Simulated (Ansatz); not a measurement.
# CH₅GeIO: small, medium and large basis sets

One table from this session's results is given with a row withheld; the runs are named, their logs left out.

Method: one geometry, several basis sets; program: Ansatz 0.2.0, Gaussian basis.

The runs, in order: PBE0-D4/def2-SVP; ωB97M-V/def2-SVP; PBE0-D4/def2-QZVPP; ωB97M-V/def2-QZVPP; the functionals' def2-TZVPP values are taken from earlier runs.

## Structure used throughout

An earlier PBE0-D4 in a triple-zeta def2 set relaxation fixed the geometry. I takes the def2 core potential; no spin-orbit term is included.

SMILES `C[O][GeH2][I]`, 9 atoms, charge 0, spin multiplicity 1.

Atoms are counted from 1 here; the program's logs count them from 0.

Bond lengths: C1–O2 1.411 Å, C1–H5 1.098 Å, C1–H6 1.098 Å, C1–H7 1.092 Å, O2–Ge3 1.773 Å, Ge3–I4 2.492 Å, Ge3–H8 1.538 Å, Ge3–H9 1.538 Å. Angles: O2–C1–H5 112.2°, O2–C1–H6 112.2°, O2–C1–H7 107.7°, H5–C1–H6 108.5°, H5–C1–H7 108.1°, H6–C1–H7 108.1°, C1–O2–Ge3 117.1°, O2–Ge3–I4 105.1°, O2–Ge3–H8 109.8°, O2–Ge3–H9 109.8°, I4–Ge3–H8 109.6°, I4–Ge3–H9 109.6°, H8–Ge3–H9 112.7°.

Coordinates:

```xyz
9
charge 0, multiplicity 1
C     0.5021    1.3374    0.2392
O     0.7551   -0.0440    0.3721
Ge   -0.4827   -1.1545   -0.2421
I     0.4146   -3.4375    0.1983
H     0.3947    1.6398   -0.8108
H    -0.3991    1.6479    0.7842
H     1.3551    1.8727    0.6611
H    -1.7937   -0.9563    0.5380
H    -0.6577   -0.9517   -1.7571
```

The first run:

The input, in.yaml:

```yaml
crystal:
  periodic: [false, false, false]
  atoms:
    - {symbol: C, position_ang: [0.502085, 1.337374, 0.239210]}
    - {symbol: O, position_ang: [0.755145, -0.043972, 0.372066]}
    - {symbol: Ge, position_ang: [-0.482676, -1.154543, -0.242128]}
    - {symbol: I, position_ang: [0.414640, -3.437523, 0.198301]}
    - {symbol: H, position_ang: [0.394665, 1.639847, -0.810803]}
    - {symbol: H, position_ang: [-0.399079, 1.647857, 0.784215]}
    - {symbol: H, position_ang: [1.355129, 1.872677, 0.661058]}
    - {symbol: H, position_ang: [-1.793663, -0.956281, 0.538038]}
    - {symbol: H, position_ang: [-0.657744, -0.951735, -1.757056]}
basis:
  gaussian: {orbitals: def2-SVP}
hamiltonian: {xc: pbe0, dispersion: d4}
output: {orbitals: {seedname: orbitals}}
```

Steps of the session up to this table: PBE0-D4 in def2-SVP; ωB97M-V in def2-SVP; PBE0-D4 in def2-QZVPP; ωB97M-V in def2-QZVPP.

One table of the session follows, with a row left open; its other results are not shown here.

It belongs to the step «Functionals by basis». 

| functional | basis | HOMO (eV) |
| --- | --- | --- |
| PBE0-D4 | def2-SVP | -7.57 |
| PBE0-D4 | def2-TZVPP | -7.65 |
| PBE0-D4 | def2-QZVPP | -7.67 |
| ωB97M-V | def2-SVP | -9.68 |
| ωB97M-V | def2-TZVPP | ? |
| ωB97M-V | def2-QZVPP | -9.80 |

**Question.** Estimate the row for ωB97M-V, def2-TZVPP.

The run gave: HOMO (eV): -9.79. In the column «HOMO (eV)» it lies between ωB97M-V, def2-QZVPP (-9.80) and ωB97M-V, def2-SVP (-9.68).
